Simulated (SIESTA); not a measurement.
**CoPd2O2 in SIESTA: convergence with real-space mesh cutoff**

Slab: CoPd2O2, a slab with vacuum.

```
CELL_PARAMETERS angstrom
2.84500 0.00000 0.00000
-1.42250 2.46384 0.00000
0.00000 0.00000 20.96000
ATOMIC_POSITIONS crystal
Pd 0.66667 0.33333 0.35782
O 0.66667 0.33333 0.45349
Co 0.00000 0.00000 0.50000
O 0.33333 0.66667 0.54651
Pd 0.33333 0.66667 0.64218
```

```yaml
Program: SIESTA 5.4.2
Task: single point
Functional: PBE
Potentials_or_basis: PseudoDojo 0.4 standard (PBE files)
Basis: DZP (energy shift 0.003 Ry; two zetas on semicore shells)
Grid_cutoff: 100 Ry
Energy_shift: 0.003 Ry
k_mesh: 6 × 6 × 1
Occupations: fermi-dirac, width 0.05 eV
Spin: collinear spin, ferromagnetic start
Starting_moments: "[0.0, 0.0, 2.0, 0.0, 0.0] μB"
```

These are the settings of the first run; the series varies real-space mesh cutoff, with any setting tied to it.

Hardware: 1 thread of Arm Neoverse V2, with other jobs on the host.

| real-space mesh cutoff | energy less the tightest run, at zero smearing (meV/atom) | largest force (eV/Å) | SCF cycles | CPU time (s) | peak memory (GiB) |
| --- | --- | --- | --- | --- | --- |
| 100 Ry | -65.99 | 1.019 | 30 | 32 | 0.21 |
| 150 Ry | -14.69 | 0.836 | 27 | 38 | 0.22 |
| 200 Ry | -4.48 | 0.802 | 27 | 47 | 0.24 |
| 300 Ry | -1.08 | 0.817 | 29 | 78 | 0.29 |
| 400 Ry | -0.97 | 0.816 | 29 | 82 | 0.29 |
| 500 Ry | -0.34 | 0.807 | 29 | 120 | 0.35 |
| 700 Ry | -0.16 | 0.807 | 31 | 180 | 0.44 |
| 900 Ry | 0.00 | 0.808 | 29 | 240 | 0.57 |

Against the tightest run, the energy stays within 1 meV/atom from 400 Ry on; the largest force stays within 0.005 eV/Å from 500 Ry on. Values are those asked for, which the program may round to a finer grid. The tightest run that finished is the yardstick and may itself not be fully converged.

Caveat, for the tightest run too: the k mesh is coarse (spacing up to 0.43 Å⁻¹), so the values aren't converged.
